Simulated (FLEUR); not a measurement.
Crystal: Ta3AsAu2O13.

```
CELL_PARAMETERS angstrom
5.72385 -0.00745 -0.00403
1.30279 6.25499 0.00561
0.27574 1.30074 8.36754
ATOMIC_POSITIONS crystal
Ta 0.21713 0.30521 0.58431
Ta 0.03325 0.11123 0.99855
Ta 0.58248 0.62145 0.50482
As 0.58707 0.89691 0.83049
Au 0.58004 0.09228 0.18613
Au 0.04485 0.82077 0.44682
O 0.66201 0.69726 0.71088
O 0.51632 0.13418 0.69625
O 0.85098 0.88773 0.91932
O 0.34466 0.87003 0.94651
O 0.73015 0.29240 0.03095
O 0.24622 0.21809 0.11075
O 0.12900 0.09398 0.49104
O 0.48032 0.38887 0.43499
O 0.05966 0.26685 0.78594
O 0.93330 0.53240 0.45645
O 0.49975 0.85161 0.34971
O 0.25256 0.62988 0.62473
O 0.91878 0.95175 0.22636
```

The cell was built by a generator and needn't be a form met in nature.

Base run:

| Item | Value |
| --- | --- |
| Program | FLEUR MaX-R8.1 (later development tree) |
| Functional | r2SCAN |
| Potentials or basis | all-electron |
| Basis | FLAPW |
| Kmax | 4.7 1/bohr |
| k mesh | 3 × 3 × 2 |
| Occupations | fermi-dirac, width 0.05 eV |
| Spin | no spin polarisation |

Its results: band gap on the k mesh 1.72 eV, indirect (least direct gap 1.78 eV).

Q: The run is repeated on the same cell with these changes: functional from r2SCAN to PBE. What comes out?

A: Band gap on the k mesh 1.32 eV, indirect (least direct gap 1.38 eV).

r2SCAN gives the wider gap, since meta-GGAs in the generalised Kohn-Sham scheme recover part of the derivative discontinuity.

Caveats: the plane-wave cutoff is short for the small spheres of the light atoms, so energies, forces and moduli aren't converged; core charge leaks out of the spheres, which shifts energies; spin-orbit coupling is left out, which moves the levels of the heavy elements; an odd mesh through Γ misses points on the zone boundary, where band edges often lie; the meta-GGA is that of a development version, with a GGA for the radial functions and cores and without core tails (some runs).

Not every run made on this cell is shown here.
